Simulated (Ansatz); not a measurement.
# ZrOs: the cost of one run

Program: Ansatz 0.2.0. Level of theory: DFT r2SCAN, scalar-relativistic, plane waves, PAW. These are calculated values, not measurements.

**1. The structure to begin with**

Symmetry: Pm-3m, No. 221, cubic system. Conventional cell: a = 3.263 Å, b = 3.263 Å, c = 3.263 Å, α = 90.00°, β = 90.00°, γ = 90.00°. Zr (site symmetry m-3m) has 8 Os at 2.83 Å in its first shell of neighbours. Os (site symmetry m-3m) is surrounded by 8 Zr at 2.83 Å.

Structure file:

```
CELL_PARAMETERS angstrom
3.26300 0.00000 0.00000
0.00000 3.26300 0.00000
0.00000 0.00000 3.26300
ATOMIC_POSITIONS crystal
Zr 0.50000 0.50000 0.50000
Os 0.00000 0.00000 0.00000
```

The cell is taken as given, not relaxed at this level.

**2. The undisturbed cell**

Contents of input.yaml:

```yaml
crystal:
  lattice:
    - [3.263, 0.0, 0.0]
    - [0.0, 3.263, 0.0]
    - [0.0, 0.0, 3.263]
  atoms:
    - { symbol: Zr, position: [0.5, 0.5, 0.5] }
    - { symbol: Os, position: [0.0, 0.0, 0.0] }
basis:
  ecutwfc: 500
kpoints:
  mp_grid: { grid: [16, 16, 16] }
hamiltonian:
  xc: r2scan
scf:
  occupations: { method: gaussian, width: 0.15 }
output:
  forces: true
  stress: true
  eigenvalues: true
```

Command:

```sh
> ansatz run input.yaml --threads 1 --pin off --max-ram 2560MiB --backend cpu --events-out ev --progress --plain --runs-dir out
```

Q: Estimate wall time and peak memory on 1 thread of Arm Neoverse V2, shared host.

About 9.8 s, with a peak of 0.45 GiB.
